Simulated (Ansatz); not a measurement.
Write the native input for Ansatz 0.2.0 that does the following.

| Property | Result |
| --- | --- |
| Task | relaxation of cell and atoms |
| Functional | BLYP |
| Dispersion | D3(BJ) |
| Potentials or basis | Ansatz PAW |
| Cutoff | 420 eV (not typed: the program's choice for these potentials) |
| k mesh | 6 × 7 × 4 |
| Occupations | fermi-dirac, width 0.05 eV |
| Spin | collinear spin, ferromagnetic start |
| Starting moments | [1.0, 1.0, 1.0, 1.0, 1.0, 1.0, 1.0, 1.0, 0.0, 0.0, 0.0, 0.0] μB |

Crystal: SiNi2.

```
CELL_PARAMETERS angstrom
4.99000 0.00000 0.00000
0.00000 3.72000 0.00000
0.00000 0.00000 7.03000
ATOMIC_POSITIONS crystal
Ni 0.32500 0.75000 0.93700
Ni 0.67500 0.25000 0.06300
Ni 0.17500 0.25000 0.43700
Ni 0.82500 0.75000 0.56300
Ni 0.45800 0.75000 0.29700
Ni 0.54200 0.25000 0.70300
Ni 0.04200 0.25000 0.79700
Ni 0.95800 0.75000 0.20300
Si 0.78600 0.75000 0.88600
Si 0.21400 0.25000 0.11400
Si 0.71400 0.25000 0.38600
Si 0.28600 0.75000 0.61400
```

These files were run (other wordings do the same):

input.yaml

```yaml
crystal:
  lattice:
    - [4.99, 0.0, 0.0]
    - [0.0, 3.72, 0.0]
    - [0.0, 0.0, 7.03]
  atoms:
    - { symbol: Ni, position: [0.325, 0.75, 0.937], spin: 1.0 }
    - { symbol: Ni, position: [0.675, 0.25, 0.063], spin: 1.0 }
    - { symbol: Ni, position: [0.175, 0.25, 0.437], spin: 1.0 }
    - { symbol: Ni, position: [0.825, 0.75, 0.563], spin: 1.0 }
    - { symbol: Ni, position: [0.458, 0.75, 0.297], spin: 1.0 }
    - { symbol: Ni, position: [0.542, 0.25, 0.703], spin: 1.0 }
    - { symbol: Ni, position: [0.042, 0.25, 0.797], spin: 1.0 }
    - { symbol: Ni, position: [0.958, 0.75, 0.203], spin: 1.0 }
    - { symbol: Si, position: [0.786, 0.75, 0.886] }
    - { symbol: Si, position: [0.214, 0.25, 0.114] }
    - { symbol: Si, position: [0.714, 0.25, 0.386] }
    - { symbol: Si, position: [0.286, 0.75, 0.614] }
hamiltonian:
  xc: blyp
  pseudopotentials: { kind: paw }
  dispersion: d3bj
magnetization:
  spin_polarized: true
kpoints:
  mp_grid: { grid: [6, 7, 4] }
scf:
  occupations: { method: fermi_dirac, width: 0.05 }
output:
  forces: true
  stress: true
  eigenvalues: true
relax:
  f_tol: 0.01
  max_steps: 40
  cell: { stress_tol: 0.05 }
```

Potentials or basis: Ansatz PAW.

Launch:

```console
$ ansatz run input.yaml --threads 4 --pin off --max-ram 11264MiB --backend cpu --events-out ev --progress --plain --runs-dir out
```

Results of the run:

```yaml
Relaxed_volume: 10.69 Å³/atom
Relaxed_cell: a = 5.050 Å, b = 3.660 Å, c = 6.942 Å, α = 90.00°, β = 90.00°, γ = 90.00°
Space_group_after_relaxing_to_0.05_Å: Pnma (No. 62)
Energy_gained_by_relaxing: 6.7 meV/atom
Ionic_steps: 9
Pressure_after_relaxing: 0.0 GPa
Band_gap_on_the_k_mesh: none (metal or under the smearing width)
Net_moment: 0.00 μB per cell
Absolute_moment: 0.00 μB per cell
```

Caveat: the plane-wave basis is chosen anew once the cell has moved, so the energies of steps on either side of that aren't comparable; pairwise dispersion overbinds metals, which lowers pressure and volume; the PAW data sets come from PBE, with cores solved anew for the run's functional, which leaves a small shift of forces and pressure; the starting moments weren't kept.

Wall time 5.6 min on 4 threads of Arm Neoverse V1, on a shared host, peak memory 1.3 GiB.
